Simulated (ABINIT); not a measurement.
A run of ABINIT 10.8.3 (patched build):

The input run.abi:

```
# Pseudopotentials
pp_dirpath "./"
pseudos "Re.upf, S.upf"

# Structure
acell 3*1.0
rprim
     0.0000000000     5.6162354288     5.6162354288
     5.6162354288     0.0000000000     5.6162354288
     5.6162354288     5.6162354288     0.0000000000
ntypat 2
znucl 75 16
natom 3
typat 1 2 2
xred
     0.0000000000     0.0000000000     0.0000000000
     0.2500000000     0.2500000000     0.2500000000
     0.7500000000     0.7500000000     0.7500000000

# Plane-wave basis
ecut 30.0

# k points
kptopt 1
ngkpt 6 6 6
nshiftk 1
shiftk 0.0 0.0 0.0

# Exchange and correlation
ixc 7

# Bands and occupations
nband 18
occopt 3
tsmear 0.00183747

# SCF cycle
nstep 100
tolvrs 1.0e-10

# Output
iomode 3
prtwf 0
prtden 0
prteig 0
prtebands 0
enunit 1
```

Potentials or basis: PseudoDojo NC SR LDA v0.4 stringent.

Launch:

```sh
$ abinit run.abi > log 2>&1
```

Hardware: 1 thread of AMD EPYC 9R45 96-Core Processor (Zen 5), with other jobs on the host.

Question: Estimate the wall time of this run.

Answer: It took 16 s on 1 thread of AMD EPYC 9R45 96-Core Processor (Zen 5), on a shared host, peak memory 0.07 GiB. Counts: scf iterations 10, mpi ranks 1, k points 16, bands 18, plane waves 2798.
